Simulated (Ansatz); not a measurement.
# C2H7FOSi2: up Jacob's ladder to CCSD(T)

One table from this session's results is given with a row withheld; the runs are named, their logs left out.

Method: functionals in def2-TZVPP, the program's frozen cores in correlated methods; program: Ansatz 0.2.0, Gaussian basis.

Plan: PBE-D4, r2SCAN-D4, PBE0-D4, B3LYP-D4, ωB97X-V, ωB97M-V, B2PLYP; CCSD(T)/def2-TZVPP; MP2/def2-QZVPP; extrapolation to the limit.

**The relaxed structure**

The geometry comes from an earlier relaxation with PBE0-D4 in a triple-zeta def2 set; it is a stationary point, not always the lowest conformer.

SMILES `C=C[SiH2]O[SiH2]F`, 13 atoms, charge 0, spin multiplicity 1.

Atoms are counted from 1 here; the program's logs count them from 0.

Bond lengths: C1–C2 1.330 Å, C1–H7 1.086 Å, C1–H8 1.086 Å, C2–Si3 1.850 Å, C2–H9 1.090 Å, Si3–O4 1.642 Å, Si3–H10 1.485 Å, Si3–H11 1.489 Å, O4–Si5 1.613 Å, Si5–F6 1.597 Å, Si5–H12 1.480 Å, Si5–H13 1.476 Å. Angles: C2–C1–H7 121.9°, C2–C1–H8 122.0°, H7–C1–H8 116.1°, C1–C2–Si3 123.9°, C1–C2–H9 118.3°, Si3–C2–H9 117.8°, C2–Si3–O4 110.2°, C2–Si3–H10 110.9°, C2–Si3–H11 110.4°, O4–Si3–H10 107.7°, O4–Si3–H11 109.1°, H10–Si3–H11 108.5°, Si3–O4–Si5 150.3°, O4–Si5–F6 109.1°, O4–Si5–H12 110.9°, O4–Si5–H13 109.1°, F6–Si5–H12 107.1°, F6–Si5–H13 107.3° and more.

As a file:

```xyz
13

C     1.93163    0.31661    0.67989
C     0.98027    1.18405    1.01440
Si   -0.81984    0.92575    0.67234
O    -1.05903   -0.53617   -0.03653
Si   -1.06794   -1.47139   -1.35094
F     0.41530   -1.99097   -1.63371
H     2.98024    0.50364    0.89362
H     1.70715   -0.61843    0.17539
H     1.27530    2.10488    1.51753
H    -1.60663    0.95019    1.93125
H    -1.33503    1.99417   -0.22695
H    -1.49411   -0.70378   -2.54237
H    -1.90728   -2.65857   -1.09392
```

Set-up of the first run:

The input, in.yaml:

```yaml
crystal:
  periodic: [false, false, false]
  atoms:
    - {symbol: C, position_ang: [1.931632, 0.316613, 0.679893]}
    - {symbol: C, position_ang: [0.980270, 1.184052, 1.014396]}
    - {symbol: Si, position_ang: [-0.819842, 0.925754, 0.672339]}
    - {symbol: O, position_ang: [-1.059034, -0.536165, -0.036531]}
    - {symbol: Si, position_ang: [-1.067940, -1.471394, -1.350937]}
    - {symbol: F, position_ang: [0.415295, -1.990965, -1.633706]}
    - {symbol: H, position_ang: [2.980239, 0.503639, 0.893623]}
    - {symbol: H, position_ang: [1.707152, -0.618428, 0.175394]}
    - {symbol: H, position_ang: [1.275298, 2.104882, 1.517532]}
    - {symbol: H, position_ang: [-1.606630, 0.950193, 1.931250]}
    - {symbol: H, position_ang: [-1.335035, 1.994174, -0.226950]}
    - {symbol: H, position_ang: [-1.494108, -0.703775, -2.542369]}
    - {symbol: H, position_ang: [-1.907276, -2.658570, -1.093923]}
basis:
  gaussian: {orbitals: def2-TZVPP}
hamiltonian: {xc: pbe, dispersion: d4}
output: {forces: true, orbitals: {seedname: orbitals}}
```

Run with:

```
$ ansatz run in.yaml --threads 2 --pin off --events-out ev --progress --plain --max-ram 22528MiB --backend cuda --devices 0, --max-vram 18GiB
```

Steps of the session up to this table: PBE-D4 (GGA); r2SCAN-D4 (meta-GGA); PBE0-D4 (hybrid); B3LYP-D4 (hybrid); ωB97X-V (range-separated); ωB97M-V (range-separated); B2PLYP (double hybrid); CCSD(T) in def2-TZVPP; MP2 in def2-QZVPP.

One of the session's tables, all rows but one given; the rest of the session is left out.

| method | atomisation energy (kcal/mol) |
| --- | --- |
| PBE-D4 | 1217.7 |
| r2SCAN-D4 | 1211.7 |
| PBE0-D4 | 1201.3 |
| B3LYP-D4 | 1209.1 |
| ωB97X-V | 1214.4 |
| ωB97M-V | 1213.6 |
| B2PLYP | 1199.1 |
| HF/def2-TZVPP | 914.6 |
| MP2/def2-TZVPP | ? |
| CCSD/def2-TZVPP | 1167.5 |
| CCSD(T)/def2-TZVPP | 1182.8 |
| MP2/CBS | 1235.8 |
| CCSD(T)/CBS | 1215.2 |

Q: Estimate the row for MP2/def2-TZVPP from the others.

As computed: atomisation energy (kcal/mol): 1203.4. In the column «atomisation energy (kcal/mol)» it lies between PBE0-D4 (1201.3) and B3LYP-D4 (1209.1).

Limits of these values: Free atoms (2 C, 2 Si, 1 O, 1 F, 7 H) were run apart at each level; the atomisation energy is their sum less the molecule, without zero-point or spin-orbit terms.
